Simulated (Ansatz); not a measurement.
One input on several machines: PBEsol molecular dynamics, YS (Fm-3m)

The runs below are of Ansatz 0.2.0 on an Arm Neoverse N1 node (56 of its 64 cores, memory capped at 64 GiB); a node with four NVIDIA GB300 Max-Q cards and 144 Grace (Neoverse V2) cores; a node with four NVIDIA GB200 cards and 144 Grace (Neoverse V2) cores; a node with eight NVIDIA H100 80GB cards and 96 AMD EPYC 7R13 cores; an Intel Xeon 6975P-C node (Granite Rapids, 96 cores, 192 hardware threads, 360 GiB), one at a time and with no other job on the machine; times are wall-clock times from launch to exit. Times and memory are rounded to two significant figures, and ratios are formed from the unrounded values. A row is a single run, so small differences between rows aren't established. System services beside the runs took up to 5 cores (rounded up). Runs with a thread on every core shared the cores with them. Precision is the program's default, which can work at lower precision in parts of a run. Card memory is the largest of readings taken every 0.4 s, so short peaks can be missed, and it isn't given for runs under about 3 s. It shows what a run took, which needn't be the least that it can run in: the program holds more work at once where threads and free memory allow.

Commands are shown without the flags for output files and display.

The PAW files were made with PBE. For this functional the program regenerates the frozen cores at set-up.

```
atoms                                                              : 2
valence electrons                                                  : 17
cell volume                                                        : 42.16 Å³
cutoff (chosen by the program)                                     : 420 eV
k mesh                                                             : 14×14×14
k points solved                                                    : 1376
symmetry operations used (translations within a supercell counted) : 1
plane waves at Γ                                                   : 869
dense FFT grid                                                     : 27×27×27
bands at the start                                                 : 13
spin                                                               : none
first density                                                      : atoms corrected by the program's trained network
```

The input file:

```yaml
crystal:
  lattice:
    - [0.000000, 2.762496, 2.762496]
    - [2.762496, 0.000000, 2.762496]
    - [2.762496, 2.762496, 0.000000]
  atoms:
    - { symbol: "Y", position: [0.500000, 0.500000, 0.500000] }
    - { symbol: S, position: [0.000000, 0.000000, 0.000000] }
kpoints:
  mp_grid: { grid: [14, 14, 14] }
hamiltonian:
  xc: pbesol
scf:
  occupations: { method: gaussian, width: 0.1 }
md: { ensemble: nvt_langevin, temperature: 300, timestep: 1.0, n_steps: 15, initial_velocities: maxwell_boltzmann, seed: 1 }
```

```csv
machine share,command,wall time,SCF clock,outside it,CPU time,SCF iterations,steps logged,threads,the cards share,host memory (GiB),fullest card (GiB)
1 × GB200,ansatz run input.yaml --backend cuda --devices 1,20 s,18 s,1.8 s,5.8 min,64,16,72,,2.0,19
1 × GB300,ansatz run input.yaml --backend cuda --devices 1,25 s,23 s,1.8 s,8.1 min,64,16,72,,1.9,19
2 × GB200,ansatz run input.yaml --backend cuda --devices 2,16 s,14 s,2.4 s,6.1 min,65,16,2×72,k points,2.7,11
2 × GB300,ansatz run input.yaml --backend cuda --devices 2,19 s,16 s,2.5 s,7.3 min,65,16,2×72,k points,2.6,11
2 × H100,ansatz run input.yaml --backend cuda --devices 2,17 s,14 s,3.1 s,4.9 min,65,16,2×48,k points,2.1,9.5
4 × GB200,ansatz run input.yaml --backend cuda --devices 4,13 s,8.9 s,4.3 s,3.6 min,65,16,4×36,k points,3.5,6.3
4 × GB300,ansatz run input.yaml --backend cuda --devices 4,15 s,9.9 s,4.6 s,3.9 min,65,16,4×36,k points,3.4,6.3
4 × H100,ansatz run input.yaml --backend cuda --devices 4,14 s,9.6 s,4.4 s,3.2 min,64,16,4×24,k points,2.4,5.1
"56 threads, Neoverse N1",taskset -c 8-63 ansatz run input.yaml --backend cpu --max-ram 64GiB,27 s,26 s,1.1 s,21 min,66,16,56,,2.2,
8 × H100,ansatz run input.yaml --backend cuda --devices 8,16 s,8.2 s,7.4 s,2.3 min,65,16,8×8,k points,3.1,3.1
"96 threads, Xeon 6975P-C",ansatz run input.yaml --threads 96 --backend cpu,7.5 s,6.5 s,0.93 s,7.8 min,66,16,96,,2.9,
```

The SCF clock is the program's own. It runs from the start of the first SCF loop to the final result and holds forces, stress, later SCFs and response steps. Outside it lie start-up, exit and the set-up ahead of the first loop, which depends on the cell and the method.

SCF iterations are those that the program logged, summed over all steps and exchange cycles of a run; an SCF made in search of a lower state can go uncounted. Steps are those that the program logged, the start of a trajectory included. For molecular dynamics the program switches the space group off, so only time reversal reduces the mesh.

Threads written as a×b are a pools of b host workers, as the log lists them; the log's own count of threads can differ.

The machines don't compute alike at the default precision: the logs show emulated matrix products on GB200 and GB300, and some doubles held as pairs of floats on GB300.

The runs on cards also kept host threads busy (see the CPU time), so differences between cards can come from their hosts too.

Among these rows the slowest by wall time (56 threads, Neoverse N1) takes 3.6 times as long as the fastest (96 threads, Xeon 6975P-C). Up to 47 % of a wall time lies outside the SCF clock (8 × H100), so the wall times show the speed at the clocked work only in part. On the SCF clock alone the slowest (56 threads, Neoverse N1) takes 4.0 times as long as the fastest (96 threads, Xeon 6975P-C).

How long does the same input take on 1 × H100 (ansatz run input.yaml --backend cuda --devices 1)?

25 s, in 64 SCF iterations, 1.2 times the time on 1 × GB200; peak host memory 1.5 GiB, 18 GiB on the fullest card. Of the wall time 22 s is on the SCF clock and 2.6 s outside. On the SCF clock alone it is 1.2 times that on 1 × GB200 (22 s against 18 s).
